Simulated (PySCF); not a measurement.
**UB3LYP/6-31G(d) (spherical functions) run of C2H2FGe (SMILES C#[C][GeH][F])**

Aim: the energy change on altering one bond length of C2H2FGe at UB3LYP/6-31G* (spherical functions), from 2 runs. 

The calculation is run with PySCF 2.14.0.

2 further runs of the same task are left out: 2 set aside as unsound or not needed.

## Step 1: The system as given

C2H2FGe has 6 atoms, charge 0, and is taken as a doublet. As SMILES, `C#[C][GeH][F]`. Geometry: relaxed at PBE0-D4/def2-TZVP.

Bond lengths: C1–C2 1.208 Å, C2–Ge3 1.890 Å, Ge3–F4 1.742 Å, C1–H5 1.066 Å, Ge3–H6 1.546 Å. Angles: C1–C2–Ge3 172.4°, C2–Ge3–F4 106.6°, C2–C1–H5 178.7°, C2–Ge3–H6 112.0°, F4–Ge3–H6 106.4°.

## Step 2: A single-point energy at UB3LYP/6-31G(d) (spherical functions)

Input file input.py:

```python
from pyscf import gto, dft

mol = gto.Mole()
mol.atom = '''
C     -0.259200     0.074500    -1.769000
C      0.006200     0.034600    -0.591400
Ge     0.661100    -0.021100     1.180400
F     -0.021800    -1.442400     1.919600
H     -0.516900     0.107000    -2.803300
H      0.172500     1.183400     2.017600
'''
mol.verbose = 3
mol.basis = '6-31g*'
mol.spin = 1
mol.max_memory = 1860
mol.build()

ks = dft.UKS(mol, xc='b3lyp')
ks.conv_tol = 1e-10
ks.grids.level = 5
ks.kernel()
if not ks.converged:
    ks = ks.newton().run(ks.mo_coeff, ks.mo_occ)

e_tot = ks.e_tot
print(f'total energy: {e_tot:.8f} hartree')
```

Command:

```sh
$ OMP_NUM_THREADS=1 python input.py
```

The log of the run:

```text
converged SCF energy = -2253.93080654652  <S^2> = 0.7531056  2S+1 = 2.0031032
total energy: -2253.93080655 hartree
```

Run time: 34 s. Hardware: 1 thread of Arm Neoverse V2, shared host; peak memory 0.42 GiB.

## Step 3: The distorted shape, same level

Input file calc.py:

```python
from pyscf import gto, dft

mol = gto.Mole()
mol.atom = '''
C   -0.112633  -0.286817  -2.020137
C    0.152767  -0.326717  -0.842537
Ge   0.807667  -0.382417   0.929263
F    0.124767  -1.803717   1.668463
H   -0.370333  -0.254317  -3.054437
H    0.172500   1.183400   2.017600
'''
mol.spin = 1
mol.max_memory = 1860
mol.verbose = 3
mol.charge = 0
mol.basis = '6-31g*'
mol.build()

mf = dft.UKS(mol)
mf.xc = 'b3lyp'
mf.grids.level = 5
mf.conv_tol = 1e-10
mf.kernel()
if not mf.converged:
    mf = mf.newton().run(mf.mo_coeff, mf.mo_occ)

energy = mf.e_tot
print('E = %.10f Eh' % energy)
```

Command:

```sh
$ OMP_NUM_THREADS=1 python calc.py
```

The log of the run:

```text
WARN: HOMO -0.195549427444593 >= LUMO -0.195549427444588

converged SCF energy = -2253.90320971764  <S^2> = 0.76314872  2S+1 = 2.0131058
E = -2253.9032097176 Eh
```

Run time: 37 s. Hardware: 1 thread of Arm Neoverse V2, shared host; peak memory 0.42 GiB.

## Step 4: Outcome

At UB3LYP/6-31G* (spherical functions):

| quantity | value |
| --- | --- |
| first shape: total energy | -2253.93081 Eh |
| first shape: dipole moment | 2.22 D |
| first shape: HOMO energy (highest over α and β) | -6.25 eV |
| first shape: LUMO energy (lowest over α and β) | -3.58 eV |
| first shape: ⟨S²⟩ | 0.753 |
| distorted shape: total energy | -2253.90321 Eh |
| distorted shape: dipole moment | 2.36 D |
| distorted shape: HOMO energy (highest over α and β) | -6.50 eV |
| distorted shape: LUMO energy (lowest over α and β) | -3.89 eV |
| distorted shape: ⟨S²⟩ | 0.763 |
| energy change with the Ge3–H6 bond stretched from 1.546 to 2.010 Å | 0.751 eV |

**Reading.** With the Ge3–H6 bond stretched from 1.546 to 2.010 Å the energy rises by 0.75 eV (72.5 kJ/mol). The first shape isn't relaxed at this level, so the change isn't measured from a minimum. Mulliken charges (first shape) run from -0.39 on F4 to +0.22 on Ge3; they depend strongly on the basis.
